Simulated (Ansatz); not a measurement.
# Alloy of AlAs and GaP (24 of 32 Al sites, 24 of 32 As sites exchanged), 64 atoms, part 2 of 2

Ansatz 0.2.0, PAW. The steps go on from the part before.

## 3. Single point with HSE06

File in.yaml:

```yaml
crystal:
  lattice:
    - [10.999925, 0.000000, 0.000000]
    - [0.000000, 10.999925, 0.000000]
    - [0.000000, 0.000000, 10.999925]
  atoms:
    - { symbol: Ga, position: [0.999240, 0.000183, 0.992905] }
    - { symbol: Ga, position: [0.997323, 0.003585, 0.503332] }
    - { symbol: Ga, position: [0.997079, 0.496162, 0.996945] }
    - { symbol: Ga, position: [0.500635, 0.001743, 0.000599] }
    - { symbol: Ga, position: [0.501536, 0.499371, 0.493427] }
    - { symbol: Ga, position: [0.253708, 0.253939, 0.996751] }
    - { symbol: Ga, position: [0.250071, 0.242315, 0.499764] }
    - { symbol: Ga, position: [0.249320, 0.758200, 0.000079] }
    - { symbol: Ga, position: [0.253289, 0.746891, 0.504406] }
    - { symbol: Ga, position: [0.750316, 0.248481, 0.000655] }
    - { symbol: Ga, position: [0.748923, 0.251119, 0.500731] }
    - { symbol: Ga, position: [0.753586, 0.754429, 0.496838] }
    - { symbol: Ga, position: [0.256707, 0.000569, 0.249756] }
    - { symbol: Ga, position: [0.249777, 0.001208, 0.750013] }
    - { symbol: Ga, position: [0.256748, 0.499988, 0.249974] }
    - { symbol: Ga, position: [0.243156, 0.500581, 0.750555] }
    - { symbol: Ga, position: [0.745866, 0.004455, 0.252859] }
    - { symbol: Ga, position: [0.750191, 0.499623, 0.249827] }
    - { symbol: Ga, position: [0.752743, 0.496512, 0.752690] }
    - { symbol: Ga, position: [0.993420, 0.250337, 0.249246] }
    - { symbol: Ga, position: [0.996617, 0.747205, 0.252684] }
    - { symbol: Ga, position: [0.000186, 0.750726, 0.749352] }
    - { symbol: Ga, position: [0.501106, 0.249969, 0.249687] }
    - { symbol: Ga, position: [0.504446, 0.246964, 0.752863] }
    - { symbol: Al, position: [0.995799, 0.503182, 0.503482] }
    - { symbol: Al, position: [0.500484, 0.000344, 0.499759] }
    - { symbol: Al, position: [0.503784, 0.496045, 0.002876] }
    - { symbol: Al, position: [0.745745, 0.745650, 0.995722] }
    - { symbol: Al, position: [0.749609, 0.000114, 0.749386] }
    - { symbol: Al, position: [0.999605, 0.249379, 0.749287] }
    - { symbol: Al, position: [0.501498, 0.750499, 0.249086] }
    - { symbol: Al, position: [0.499502, 0.757329, 0.749180] }
    - { symbol: As, position: [0.125459, 0.125682, 0.122971] }
    - { symbol: As, position: [0.125077, 0.624281, 0.123679] }
    - { symbol: As, position: [0.626697, 0.625954, 0.624282] }
    - { symbol: As, position: [0.375250, 0.373867, 0.625108] }
    - { symbol: As, position: [0.871543, 0.875422, 0.123542] }
    - { symbol: As, position: [0.375404, 0.625783, 0.876040] }
    - { symbol: As, position: [0.124474, 0.375025, 0.375955] }
    - { symbol: As, position: [0.125989, 0.875152, 0.376999] }
    - { symbol: P, position: [0.124527, 0.124228, 0.626430] }
    - { symbol: P, position: [0.123175, 0.625855, 0.625576] }
    - { symbol: P, position: [0.624138, 0.126280, 0.124806] }
    - { symbol: P, position: [0.625762, 0.124544, 0.624373] }
    - { symbol: P, position: [0.625373, 0.623399, 0.125936] }
    - { symbol: P, position: [0.377684, 0.373695, 0.125367] }
    - { symbol: P, position: [0.378027, 0.876410, 0.124430] }
    - { symbol: P, position: [0.374205, 0.878284, 0.624757] }
    - { symbol: P, position: [0.872227, 0.374931, 0.123705] }
    - { symbol: P, position: [0.874356, 0.374003, 0.625762] }
    - { symbol: P, position: [0.875206, 0.875931, 0.625632] }
    - { symbol: P, position: [0.378133, 0.124957, 0.374411] }
    - { symbol: P, position: [0.376117, 0.124751, 0.874816] }
    - { symbol: P, position: [0.377063, 0.626588, 0.374638] }
    - { symbol: P, position: [0.872433, 0.126212, 0.376600] }
    - { symbol: P, position: [0.873633, 0.125807, 0.873006] }
    - { symbol: P, position: [0.872714, 0.624366, 0.375387] }
    - { symbol: P, position: [0.875770, 0.624145, 0.873442] }
    - { symbol: P, position: [0.123315, 0.373447, 0.874000] }
    - { symbol: P, position: [0.124555, 0.876380, 0.871957] }
    - { symbol: P, position: [0.626220, 0.373825, 0.372829] }
    - { symbol: P, position: [0.627299, 0.372722, 0.876436] }
    - { symbol: P, position: [0.624446, 0.876059, 0.374837] }
    - { symbol: P, position: [0.624721, 0.877535, 0.875320] }
  symmetry: { detect: false }
kpoints:
  mp_grid: { grid: [1, 1, 1], shift: [0.25, 0.25, 0.25] }
hamiltonian:
  xc: hse06
scf:
  occupations: { method: fermi_dirac, width: 0.01 }
output:
  forces: true
  eigenvalues: true
  populations: true
  eigenstates: { kpoints: [[0.25, 0.25, 0.25]], e_range: [-6.0, 6.0], localisation: true }
  write_density: true
  write_potential: true
  elf: true
  volumetric_format: npy
```

Started as:

```
> ansatz run in.yaml --threads 4 --pin off --max-ram 61750MiB --runs-dir r --events-out ev --progress --plain --backend cuda --devices 0, --max-vram 37GiB
```

The program printed:

```text
Pseudopotentials: kind: paw
Functional definition: HSE06
  parameter a = 0.25
  parameter omega = 0.11/bohr
  exchange = pbe_x - a*pbe_x_sr(omega) + a*exact_x_sr(omega)
  correlation = pbe_c
Crystal: 64 atoms, lattice volume = 1330.973 Å³
Basis set: ecut = 420 eV, 25821 PW (Γ), exchange–correlation on 150×150×150 points (8 copies of the dense FFT grid, shifted against one another)
Bands: 352, of which v1, the nominal top of the filled ones, is band 288 counted from 1 (287 counted from 0)
Symmetry: 1 space group operations
k-points: 1
Non-local potential: Ga, projectors of the file, l = 0: 2, l = 1: 2, l = 2: 3, l = 3: 1
Non-local potential: Al, projectors of the file, l = 0: 2, l = 1: 2, l = 2: 1
Non-local potential: As, projectors of the file, l = 0: 2, l = 1: 2, l = 2: 3, l = 3: 1
Non-local potential: P, projectors of the file, l = 0: 2, l = 1: 2, l = 2: 2
PAW form: soft (Blöchl's): semilocal exchange-correlation on the pseudo side does not see the compensation charge
PAW frozen core: Ga, regenerated for the run's functional, and the local potential with it (the file was generated under x = pbe(κ = 0.804, μ = 0.2195149727645171), c = pbe(β = 0.06672455060314922))
PAW frozen core: Al, regenerated for the run's functional, and the local potential with it (the file was generated under x = pbe(κ = 0.804, μ = 0.2195149727645171), c = pbe(β = 0.06672455060314922))
PAW frozen core: As, regenerated for the run's functional, and the local potential with it (the file was generated under x = pbe(κ = 0.804, μ = 0.2195149727645171), c = pbe(β = 0.06672455060314922))
PAW frozen core: P, regenerated for the run's functional, and the local potential with it (the file was generated under x = pbe(κ = 0.804, μ = 0.2195149727645171), c = pbe(β = 0.06672455060314922))
PAW one-centre angular grid: Ga, 590 points (default); XC on 64 Gauss nodes
PAW one-centre angular grid: Al, 110 points (default); XC on 64 Gauss nodes
PAW one-centre angular grid: As, 590 points (default); XC on 64 Gauss nodes
PAW one-centre angular grid: P, 110 points (default); XC on 64 Gauss nodes
Initial density: superposition of atomic densities (neutral atoms: chi_scale 0, normalization atom), corrected by the library's trained network
Initial wavefunctions: pseudopotential atomic-orbital guess
Functional: x = pbe(κ = 0.804, μ = 0.2195149727645171), c = pbe(β = 0.06672455060314922), warm-up for x = pbe(κ = 0.804, μ = 0.2195149727645171) + 0.25 (exact − pbe) at short range (hse, ω = 0.20786987370883472 Å⁻¹), c = pbe(β = 0.06672455060314922); HSE06 as pw.x's `hse` composes it (authors' and Libxc's form: `xc: wpbeh`)
SCF iter   1: F=—  HF=-152106.279682 eV  |F-HF|=—  |Δ(HF+E_count)|=         —  Δρ=2.56e-3  dr2=1.10e-1  ethr=1.77e-3  ⟨swp⟩=14.0  Hψ=1563  notcnv=0
preconditioner: auto → none  [insulator: Δε(μ)=1.952 eV  Ē_g=13.195 eV  σ=0.010 eV  W_gap=1.00  n_scr=304 (ndim 8)  ℏωp=22.7 eV  f_vac=0.010  D(μ)=0.00/eV (n_scr^D=0)]
SCF iter   2: F=—  HF=-152106.272380 eV  |F-HF|=—  |Δ(HF+E_count)|=   7.30e-3  Δρ=1.11e-3  dr2=3.15e-2  ethr=1.91e-5  ⟨swp⟩=7.0  Hψ=1174  notcnv=0  defer=25
SCF iter   3: F=—  HF=-152106.278533 eV  |F-HF|=—  |Δ(HF+E_count)|=   6.15e-3  Δρ=7.06e-4  dr2=5.42e-2  ethr=5.46e-6  ⟨swp⟩=8.0  Hψ=1116  notcnv=0  defer=40
iter 4 solved again at ethr=2.07e-7 eV; its pass at ethr=5.46e-6 eV (dr2=1.19e-3 eV) is discarded
SCF iter   4: F=—  HF=-152106.270180 eV  |F-HF|=—  |Δ(HF+E_count)|=   8.35e-3  Δρ=3.39e-4  dr2=1.20e-3  ethr=2.07e-7  ⟨swp⟩=7.0  Hψ=2026  notcnv=0  defer=38
SCF iter   5: F=-152106.270531 eV  HF=-152106.270545 eV  |F-HF|=1.32e-5  |Δ(HF+E_count)|=   3.65e-4  Δρ=7.82e-5  dr2=9.41e-5  ethr=2.07e-7  ⟨swp⟩=5.0  Hψ=809  notcnv=0  defer=19
SCF 1 stopped early in 5 iterations: F = -152106.270531 eV  dr2 = 9.41e-5
Initial density: handed on by an earlier stage of this run
Initial wavefunctions: those handed on with the density
Functional: x = pbe(κ = 0.804, μ = 0.2195149727645171) + 0.25 (exact − pbe) at short range (hse, ω = 0.20786987370883472 Å⁻¹), c = pbe(β = 0.06672455060314922); HSE06 as pw.x's `hse` composes it (authors' and Libxc's form: `xc: wpbeh`)
Exchange kernel: α = 0.2500, screened, ω = 0.2079 Å⁻¹, Wigner–Seitz truncation, v(0) = 948.1266 eV·Å³, q-mesh 1×1×1, nearest image of the exchange supercell L = 11.00 Å, pair-density grid 48×48×48, without the augmentation charges, whose exchange is taken in its separable form (sized by the pseudopotential files, 75×75×75 at the most)
Frozen-core exchange: fock
SCF iter   1: F=—  HF=-152145.851089 eV  |F-HF|=—  |Δ(HF+E_count)|=         —  Δρ=1.13e-2  dr2=6.94e-1  ethr=1.63e-7  ⟨swp⟩=19.0  Hψ=2278  notcnv=0
preconditioner: auto → none  [insulator: Δε(μ)=2.695 eV  Ē_g=15.674 eV  σ=0.010 eV  W_gap=1.00  n_scr=304 (ndim 8)  ℏωp=22.7 eV  f_vac=0.007  D(μ)=0.00/eV (n_scr^D=0)]
SCF iter   2: F=—  HF=-152145.469106 eV  |F-HF|=—  |Δ(HF+E_count)|=   3.82e-1  Δρ=2.43e-3  dr2=8.44e-2  ethr=1.63e-7  ⟨swp⟩=6.0  Hψ=1711  notcnv=0
SCF iter   3: F=—  HF=-152145.679124 eV  |F-HF|=—  |Δ(HF+E_count)|=   2.10e-1  Δρ=2.87e-3  dr2=4.96e-2  ethr=1.63e-7  ⟨swp⟩=6.0  Hψ=1688  notcnv=0
SCF iter   4: F=—  HF=-152145.674237 eV  |F-HF|=—  |Δ(HF+E_count)|=   4.89e-3  Δρ=1.07e-3  dr2=1.65e-2  ethr=1.63e-7  ⟨swp⟩=5.0  Hψ=1424  notcnv=0
SCF iter   5: F=—  HF=-152145.677707 eV  |F-HF|=—  |Δ(HF+E_count)|=   3.47e-3  Δρ=5.54e-4  dr2=2.98e-2  ethr=1.63e-7  ⟨swp⟩=5.0  Hψ=1422  notcnv=0
SCF iter   6: F=—  HF=-152145.672509 eV  |F-HF|=—  |Δ(HF+E_count)|=   5.20e-3  Δρ=5.87e-5  dr2=6.56e-4  ethr=1.63e-7  ⟨swp⟩=5.0  Hψ=1190  notcnv=0
SCF iter   7: F=—  HF=-152145.679099 eV  |F-HF|=—  |Δ(HF+E_count)|=   6.59e-3  Δρ=2.18e-4  dr2=5.25e-4  ethr=2.40e-8  ⟨swp⟩=6.0  Hψ=1378  notcnv=0
SCF iter   8: F=-152145.678838 eV  HF=-152145.678851 eV  |F-HF|=1.33e-5  |Δ(HF+E_count)|=   2.48e-4  Δρ=2.84e-5  dr2=2.26e-5  ethr=2.40e-8  ⟨swp⟩=4.0  Hψ=1022  notcnv=0
SCF 2 stopped early in 8 iterations: F = -152145.678838 eV  dr2 = 2.26e-5
  Residual-converged pass: ⟨swp⟩=4.0  Hψ=978  notcnv=0  max |occ|·‖R‖ = 5.7e-6 eV (tolerance 6.7e-6 eV)  dr2=2.29e-5  dr2_onsite=2.08e-6  max |Δocc| = 0.0e0
[... from here the SCF cycle lines were not kept, up to the last twenty ...]
hybrid outer 1: dexx = +2.547e-1 eV, tail = 7.37e-4 eV
SCF iter   1: F=—  HF=-152145.676123 eV  |F-HF|=—  |Δ(HF+E_count)|=         —  Δρ=4.83e-5  dr2=6.06e-5  ethr=6.40e-7  ⟨swp⟩=13.0  Hψ=961  notcnv=0
preconditioner: auto → none  [insulator: Δε(μ)=2.715 eV  Ē_g=15.513 eV  σ=0.010 eV  W_gap=1.00  n_scr=304 (ndim 8)  ℏωp=22.7 eV  f_vac=0.008  D(μ)=0.00/eV (n_scr^D=0)]
SCF iter   2: F=—  HF=-152145.676126 eV  |F-HF|=—  |Δ(HF+E_count)|=   3.08e-6  Δρ=2.28e-5  dr2=9.17e-6  ethr=9.16e-9  ⟨swp⟩=4.0  Hψ=1074  notcnv=0
SCF iter   3: F=—  HF=-152145.676146 eV  |F-HF|=—  |Δ(HF+E_count)|=   2.06e-5  Δρ=1.67e-5  dr2=1.05e-5  ethr=1.10e-9  ⟨swp⟩=8.0  Hψ=1038  notcnv=0  defer=9
SCF iter   4: F=—  HF=-152145.676145 eV  |F-HF|=—  |Δ(HF+E_count)|=   1.39e-6  Δρ=5.22e-6  dr2=4.20e-6  ethr=1.10e-9  ⟨swp⟩=6.0  Hψ=783  notcnv=0  defer=3
SCF iter   5: F=—  HF=-152145.676144 eV  |F-HF|=—  |Δ(HF+E_count)|=   8.99e-7  Δρ=2.05e-6  dr2=2.18e-7  ethr=6.86e-10  ⟨swp⟩=5.0  Hψ=699  notcnv=0
SCF iter   6: F=—  HF=-152145.676145 eV  |F-HF|=—  |Δ(HF+E_count)|=   5.15e-7  Δρ=1.91e-6  dr2=1.59e-7  ethr=2.73e-11  ⟨swp⟩=9.0  Hψ=1223  notcnv=0  defer=9
SCF iter   7: F=—  HF=-152145.676144 eV  |F-HF|=—  |Δ(HF+E_count)|=   3.54e-8  Δρ=4.93e-7  dr2=3.28e-8  ethr=2.66e-11  ⟨swp⟩=6.0  Hψ=750  notcnv=0  defer=3
SCF iter   8: F=-152145.676144 eV  HF=-152145.676144 eV  |F-HF|=2.56e-9  |Δ(HF+E_count)|=   4.51e-9  Δρ=2.31e-7  dr2=7.06e-9  ethr=4.66e-12  ⟨swp⟩=6.0  Hψ=727  notcnv=0
SCF 3 converged in 8 iterations: F = -152145.676144 eV  dr2 = 7.06e-9
  Residual-converged pass: ⟨swp⟩=3.0  Hψ=791  notcnv=0  max |occ|·‖R‖ = 1.9e-6 eV (tolerance 2.5e-6 eV)  dr2=7.42e-9  dr2_onsite=3.37e-10  max |Δocc| = 0.0e0
hybrid outer 2: dexx = +2.290e-5 eV, tail = 3.39e-7 eV, Δε = 2.55e-3 eV (about 6.88e-5 eV left of the loop's levels), ΔF = 8.15e-3 eV/Å (tail 1.01e-3)
SCF iter   1: F=—  HF=-152145.676143 eV  |F-HF|=—  |Δ(HF+E_count)|=         —  Δρ=1.28e-6  dr2=2.80e-8  ethr=2.95e-10  ⟨swp⟩=20.0  Hψ=1245  notcnv=9
preconditioner: auto → none  [insulator: Δε(μ)=2.715 eV  Ē_g=15.512 eV  σ=0.010 eV  W_gap=1.00  n_scr=304 (ndim 8)  ℏωp=22.7 eV  f_vac=0.008  D(μ)=0.00/eV (n_scr^D=0)]
SCF iter   2: F=-152145.676143 eV  HF=-152145.676143 eV  |F-HF|=1.11e-8  |Δ(HF+E_count)|=   1.43e-9  Δρ=5.00e-7  dr2=1.46e-8  ethr=4.45e-12  ⟨swp⟩=6.0  Hψ=983  notcnv=0
SCF 4 converged in 2 iterations: F = -152145.676143 eV  dr2 = 1.46e-8
  Residual-converged pass: ⟨swp⟩=2.0  Hψ=488  notcnv=0  max |occ|·‖R‖ = 4.5e-6 eV (tolerance 5.0e-6 eV)  dr2=1.48e-8  dr2_onsite=4.44e-10  max |Δocc| = 0.0e0
hybrid outer 3: dexx = +1.096e-8 eV, tail = 3.03e-8 eV, Δε = 1.17e-4 eV (about 4.65e-5 eV left of the loop's levels), ΔF = 9.12e-5 eV/Å (tail 3.98e-4)
NSCF: frozen V_eff on 1 k-points
hybrid SCF converged: 3 outer / 18 inner (+5 warm-up), last move |dexx| = 1.10e-8 eV, tail = 3.03e-8 eV
Stability not checked: this state was not tested for a lower state beside it, because the functional holds exact exchange (a hybrid, or Hartree-Fock), whose exchange loop this test does not read (fock_operator; see scf.lower_state_search)
Free energy (F): -152145.676143 eV
Harris-Foulkes:  -152145.676143 eV  (|F-HF|=1.11e-8)
Internal energy: -152145.676143 eV  (E = F + TS)
E sigma→0 (E₀):  -152145.676143 eV
Fermi energy:    7.643860 eV
--- Per-component energies (eV) ---
  E_band       = -4799.827351
  E_kinetic    = 5459.111056
  E_local      = -78255.307262  (includes V_loc(G=0)·N_el)
  E_nonlocal   = 5752.185209
  E_hartree    = 37814.154374
  E_xc         = -3310.244694
  E_vxc        = -3003.048512  (∫ρ·V_xc dr)
  E_exx        = -1870.436871  (= α·E_x^exact, valence–valence)
  E_paw        = -78804.432809  (= ΣΔE_a)
  E_vpaw       = -6640.189809  (= ΣTr[D̂ρ^β])
  E_aug_tail   = -0.002575  (compensation charges beyond the density's cutoff)
  E_ewald      = -38925.140087
  E_core_change = -5.562480  (= ΣΔE_core)
  E_smearing   = -0.000000  (= −TS)
  E_closure    = -0.000003  (closes the sum)
  Σ components = -152145.676143   (vs F -152145.676143, Δ=0.00e0)
--- Forces (eV/Å), atoms counted from 1 ---
  atom   1  Ga    -0.00236598    -0.00080819     0.02236874
  atom   2  Ga    -0.00199914    -0.01348824    -0.00793334
[... 41 atoms left out ...]
  atom  44  P      0.00236208    -0.07658710     0.00544433
  atom  45  P     -0.04358580     0.04751967    -0.05069162
  atom  46  P      0.04995087     0.05594673    -0.04082800
[... 1 atom left out ...]
  atom  48  P      0.08789535    -0.02832919    -0.00213221
[... 1 atom left out ...]
  atom  50  P      0.08787248     0.01116029     0.00211624
[... 1 atom left out ...]
  atom  52  P      0.04151554    -0.06684334     0.03724127
[... 4 atoms left out ...]
  atom  57  P      0.04788613    -0.03206319     0.04883520
[... 6 atoms left out ...]
  atom  64  P      0.03351244    -0.04521096    -0.05120778
  max |Σ_I F_I| component: 4.30e-5 eV/Å
--- Band table (eV) ---
  k-point 0: bands = [... 276 lower levels ..., "5.3183", "5.3473", "5.3721", "5.3974", "5.5001", "5.5174", "5.5658", "5.7193", "5.7979", "5.8588", "6.2616", "6.2873", "9.0021", "9.0151", "9.0585", "9.1903", "9.5008", "9.5443", "9.5812", "9.8080", "9.8648", "9.9060", "9.9415", "9.9573", ... 52 higher levels ...]
--- Löwdin populations: 64 sites ---
  site symbol       q [e]
     0     Ga     12.9073
     1     Ga     12.9056
[... 62 atoms left out ...]
  spilling = 0.002876 (of n_electrons = 576.000000)
```

Run time: 51 s. Hardware: 1 × NVIDIA H100 80GB HBM3 with 4 threads of AMD EPYC 7R13, shared host; peak host memory 3.7 GiB.

Spacing of the frontier levels at the single k point (¼, ¼, ¼): 2.71 eV (6.287 to 9.002 eV).

The states next to the gap (eigenstates.tsv), from the top filled level:

| level (eV) | spin | filling | atoms sharing it | main element | its share | largest atom |
| --- | --- | --- | --- | --- | --- | --- |
| -0.49 | both | 2.00 | 45.5 | P | 0.50 | – |
| -0.43 | both | 2.00 | 40.4 | P | 0.41 | – |
| -0.03 | both | 2.00 | 48.7 | P | 0.50 | – |
| 0.00 | both | 2.00 | 43.3 | P | 0.45 | – |
| 2.71 | both | 0.00 | 60.1 | Ga | 0.40 | – |
| 2.73 | both | 0.00 | 57.8 | Ga | 0.40 | – |
| 2.77 | both | 0.00 | 60.6 | Ga | 0.40 | – |
| 2.90 | both | 0.00 | 58.1 | Ga | 0.39 | – |

The largest force by HSE06 is only 0.09 eV/Å (on P48), so the positions lie close to this level's own in this cell.

Density in a lattice plane of the grid's cell (edges 11.00 and 11.00 Å, at 0.000 of the third edge), which holds Ga and Al.

Values in e/Å³, 12 rows by 12 columns:
```
 0.62  0.25  0.11  0.06  0.11  0.23  0.43  0.24  0.12  0.06  0.11  0.25
 0.07  0.12  0.24  0.45  0.23  0.11  0.06  0.12  0.22  0.18  0.21  0.11
-0.01  0.06  0.45 52.56  0.45  0.06  0.00  0.06  0.17  0.05  0.18  0.06
 0.07  0.11  0.23  0.45  0.24  0.12  0.06  0.11  0.21  0.17  0.21  0.12
 0.52  0.23  0.11  0.06  0.12  0.22  0.17  0.21  0.12  0.06  0.11  0.25
50.47  0.40  0.06  0.00  0.06  0.17  0.05  0.18  0.06 -0.01  0.06  0.50
 0.38  0.23  0.12  0.06  0.11  0.21  0.17  0.21  0.12  0.07  0.11  0.22
 0.05  0.11  0.22  0.45  0.25  0.12  0.06  0.12  0.26  0.51  0.22  0.10
 0.04  0.05  0.34 49.50  0.62  0.07 -0.01  0.07  0.54 49.53  0.38  0.05
 0.05  0.11  0.22  0.45  0.25  0.12  0.06  0.11  0.22  0.40  0.23  0.11
 0.34  0.22  0.11  0.06  0.11  0.24  0.46  0.23  0.10  0.06  0.12  0.22
49.12  0.44  0.06  0.00  0.06  0.43 52.41  0.46  0.06  0.00  0.06  0.46
```
Columns run along the first of these edges and rows up along the second, over one cell in 12 and 12 even steps from the bottom left corner. Atoms in the plane (fractional): Ga at (1.00, 0.99), Ga at (1.00, 0.50), Ga at (0.50, 0.00), Ga at (0.26, 0.25), Ga at (0.25, 0.75), Ga at (0.75, 0.25), Al at (0.50, 0.50), Al at (0.75, 0.75).

ELF in the same plane.

Values, 12 rows by 12 columns:
```
0.22 0.48 0.32 0.08 0.35 0.50 0.22 0.51 0.40 0.09 0.36 0.45
0.09 0.37 0.51 0.23 0.49 0.34 0.07 0.38 0.75 0.31 0.72 0.37
0.00 0.07 0.22 0.36 0.23 0.09 0.01 0.08 0.27 0.17 0.31 0.09
0.10 0.36 0.50 0.22 0.52 0.37 0.09 0.39 0.74 0.27 0.73 0.38
0.23 0.48 0.34 0.08 0.43 0.76 0.31 0.73 0.42 0.08 0.37 0.49
0.29 0.24 0.09 0.00 0.08 0.28 0.16 0.30 0.09 0.01 0.08 0.22
0.22 0.55 0.37 0.09 0.34 0.74 0.28 0.73 0.38 0.09 0.35 0.47
0.07 0.35 0.53 0.24 0.46 0.39 0.08 0.38 0.49 0.23 0.48 0.30
0.03 0.07 0.23 0.34 0.23 0.11 0.00 0.08 0.22 0.36 0.23 0.08
0.08 0.34 0.53 0.22 0.47 0.36 0.09 0.33 0.46 0.23 0.56 0.36
0.24 0.53 0.38 0.08 0.34 0.51 0.23 0.48 0.31 0.07 0.38 0.53
0.28 0.24 0.09 0.01 0.07 0.22 0.33 0.23 0.09 0.01 0.08 0.23
```
Columns run along the first of these edges and rows up along the second, over one cell in 12 and 12 even steps from the bottom left corner. Atoms in the plane (fractional): Ga at (1.00, 0.99), Ga at (1.00, 0.50), Ga at (0.50, 0.00), Ga at (0.26, 0.25), Ga at (0.25, 0.75), Ga at (0.75, 0.25), Al at (0.50, 0.50), Al at (0.75, 0.75).

Both are smooth fields of the valence electrons: close to the nuclei they are not physical.

The highest ELF values outside the cores: 0.96 on the Al–P line, 1.0 Å from Al; 0.94 on the Al–As line, 1.1 Å from Al.

## 4. Results

The summary covers parts 1 to 2. Changes of volume or cell count from the first structure of part 1.

```
             level        time  top filled to lowest empty (eV)
PBEsol, relaxation  15 s (GPU)                             1.86
             HSE06  51 s (GPU)                             2.71
```

```
     quantity                                                                         value
   relaxation                                              4 recorded steps, 0.85 eV gained
largest shift                                                                 0.12 Å (Al32)
 relaxed cell  a = 11.000 Å, b = 11.000 Å, c = 11.000 Å, α = 90.00°, β = 90.00°, γ = 90.00°
   mean bonds                            Al–As 2.437, Al–P 2.369, As–Ga 2.431, Ga–P 2.364 Å
```

The relaxation lowers the energy by 0.85 eV; the largest shift is 0.12 Å (Al32), while the volume changes by +0.1 %. The mean lengths of the listed bonds run from Ga–P 2.36 Å to Al–As 2.44 Å. At the same k points, PBEsol gives a spacing 0.85 eV smaller than the 2.71 eV of HSE06. Spin–orbit coupling is left out, which matters for the band edges of the heavier elements here. With one k point the spacing samples only the states that fold onto it, so it can exceed the gap over the zone.
